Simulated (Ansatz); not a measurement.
**MoPd3 under changes of volume**

One of the cells (15.037 Å³/atom); the others are scaled copies at fixed shape and fractional positions:

```xyz
4
Lattice="1.3842 0.7992 9.0627 -1.3842 0.7992 9.0627 0.0000 -1.5983 9.0627" Properties=species:S:1:pos:R:3 pbc="T T T"
Pd    0.0000    0.0000   20.3384
Pd    0.0000    0.0000   13.5940
Pd    0.0000    0.0000    6.8496
Mo    0.0000    0.0000    0.0000
```

The cell comes from a database or a generator and needn't be the stable form of this composition.

| Property | Result |
| --- | --- |
| Program | Ansatz 0.2.0 |
| Functional | PBEsol |
| Potentials or basis | all-electron LAPW, scalar-relativistic |
| Cutoff | 263 eV (chosen from the basis error) |
| Basis error allowed | 0.001 eV/atom |
| k mesh | 11 × 11 × 11 |
| Occupations | fermi-dirac, width 0.05 eV |
| Spin | no spin polarisation |

```csv
volume (Å³/atom),energy over the lowest point (meV/atom),pressure (GPa),largest force (eV/Å)
14.135,14.39,9.3,0.190
14.436,2.38,3.8,0.099
14.736,0.00,-1.0,0.013
15.037,6.14,-5.3,0.067
15.338,19.80,-9.1,0.142
15.639,?,?,?
15.939,66.27,-15.3,0.278
```

**Question.** What does the run at 15.639 Å³/atom give?

**Answer.** Energy over the lowest point 40.11 meV/atom; pressure -12.4 GPa; largest force 0.213 eV/Å.

Worked out: A Birch-Murnaghan fit of order 3 (a polynomial in V^(-2/3)) to the other rows has its minimum at 14.66 Å³/atom with B0 = V·E''(V) = 227 GPa and B' = 5.0 at fixed shape and positions, which overstates the stiffness. It gives 40.14 meV/atom at 15.639 Å³/atom, against the run's 40.11, and -dE/dV = -12.5 GPa, against -12.4.

Energies are extrapolated to zero smearing.
